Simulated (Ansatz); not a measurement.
# H7OPSn: the cost of one run

All numbers below are computed with Ansatz 0.2.0 (RKS PBE0-D4/def2-SVP).

**1. Starting point**

Bond lengths: Sn1–O3 1.960 Å, O3–H4 1.010 Å, Sn1–H5 1.739 Å, Sn1–H6 1.739 Å, Sn1–P7 2.760 Å, P7–H8 1.420 Å, P7–H9 1.420 Å. Angles: Sn1–O3–H4 109.5°, O3–Sn1–H5 109.5°, O3–Sn1–H6 109.5°, O3–Sn1–P7 67.1°, H5–Sn1–H6 109.5°, H5–Sn1–P7 72.9°, H6–Sn1–P7 176.5°, Sn1–P7–H8 109.5°, Sn1–P7–H9 109.5°, H8–P7–H9 109.4°.

Structure file:

```xyz
10

Sn    0.0000    0.0000    0.0000
H     0.0000    0.0000    2.0900
O     1.8483    0.0000   -0.6527
H     2.1646   -0.9521   -0.7693
H    -0.8195    1.4198   -0.5794
H    -0.8195   -1.4198   -0.5794
P     1.4475    2.1829    0.8703
H     2.5398    1.7418    1.6632
H     1.9378    2.9039   -0.2505
H     0.5684    0.8571    2.1074
```

**2. Pulling towards end A**

Springs on the bonds that form and break draw the guess towards this end; the thresholds are loose.

Input file input.yaml:

```yaml
crystal:
  periodic: [false, false, false]
  atoms:
    - { symbol: Sn, position_ang: [0.0, 0.0, 0.0] }
    - { symbol: H, position_ang: [0.0, 0.0, 2.09] }
    - { symbol: O, position_ang: [1.8483, 0.0, -0.6527] }
    - { symbol: H, position_ang: [2.1646, -0.9521, -0.7693] }
    - { symbol: H, position_ang: [-0.8195, 1.4198, -0.5794] }
    - { symbol: H, position_ang: [-0.8195, -1.4198, -0.5794] }
    - { symbol: P, position_ang: [1.4475, 2.1829, 0.8703] }
    - { symbol: H, position_ang: [2.5398, 1.7418, 1.6632] }
    - { symbol: H, position_ang: [1.9378, 2.9039, -0.2505] }
    - { symbol: H, position_ang: [0.5684, 0.8571, 2.1074] }
basis:
  gaussian: { orbitals: def2-SVP }
hamiltonian:
  xc: pbe0
  dispersion: d4
relax:
  f_tol: 0.15
  max_steps: 25
  restrain:
    - { distance: [0, 6], at: 3.66, k: 30.0 }
    - { distance: [9, 1], at: 1.86, k: 30.0 }
    - { distance: [0, 1], at: 1.74, k: 30.0 }
    - { distance: [9, 6], at: 1.42, k: 30.0 }
```

Launch:

```console
> ansatz run input.yaml --threads 2 --pin off --max-ram 3072MiB --backend cpu --events-out ev --progress --plain --runs-dir out
```

What time and memory should one allow on 2 threads of Arm Neoverse V1, shared host?

About 27 s, with a peak of 0.2 GiB.
